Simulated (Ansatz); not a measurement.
# CH₂OSe (SMILES OC=[Se]): single points off equilibrium

The task here is to estimate one member of a computed series from the others.

Program: Ansatz 0.2.0, Gaussian basis. Level of theory: single points in def2-TZVPP. These are calculated values, not measurements.

Cores are frozen in the correlated methods. Filled d shells of the heavier atoms are correlated.

### The starting structure

SMILES `OC=[Se]`, 5 atoms, charge 0, spin multiplicity 1.

Atoms are counted from 1 here; the program's logs count them from 0.

Bond lengths: O1–C2 1.265 Å, O1–H4 0.987 Å, C2–Se3 1.780 Å, C2–H5 1.115 Å. Angles: C2–O1–H4 109.3°, O1–C2–Se3 123.9°, O1–C2–H5 117.5°, Se3–C2–H5 118.4°.

As a file:

```xyz
5

O    -0.58435   -0.80151   -0.04367
C     0.20968    0.17549    0.08116
Se    1.75770    0.09167    0.95575
H    -1.26908   -0.58088   -0.71889
H    -0.04072    1.11499   -0.46537
```

The first run:

run/in.yaml

```yaml
crystal:
  periodic: [false, false, false]
  atoms:
    - {symbol: O, position_ang: [-0.584346, -0.801513, -0.043670]}
    - {symbol: C, position_ang: [0.209680, 0.175489, 0.081155]}
    - {symbol: Se, position_ang: [1.757697, 0.091674, 0.955747]}
    - {symbol: H, position_ang: [-1.269083, -0.580885, -0.718893]}
    - {symbol: H, position_ang: [-0.040722, 1.114988, -0.465369]}
basis:
  gaussian: {orbitals: def2-TZVPP}
hamiltonian: {xc: pbe, dispersion: d4}
output: {forces: true}
```

The run is started by

```console
> ansatz run in.yaml --threads 2 --pin off --events-out ev --progress --plain --max-ram 3481MiB
```

Among the steps run: PBE-D4/def2-TZVPP; r2SCAN-D4/def2-TZVPP; PBE0-D4/def2-TZVPP; wB97M-V/def2-TZVPP; CCSD(T)/def2-TZVPP.

One table of the session follows, with a row left open; its other results are not shown here.

| method | RMS force component (eV/Å) | angle to CCSD(T) forces (°) | dipole (D) |
| --- | --- | --- | --- |
| PBE-D4 | 1.474 | 8.0 | 4.00 |
| r2SCAN-D4 | 1.445 | 3.2 | 4.24 |
| PBE0-D4 | 1.385 | 6.9 | 4.22 |
| wB97M-V | ? | ? | ? |
| CCSD(T) | 1.641 | reference | 4.03 |

**Question.** Estimate the row for wB97M-V.

**Answer.** RMS force component (eV/Å): 1.483; angle to CCSD(T) forces (°): 6.8; dipole (D): 4.29. In the column «RMS force component (eV/Å)» it lies between PBE-D4 (1.474) and CCSD(T) (1.641).
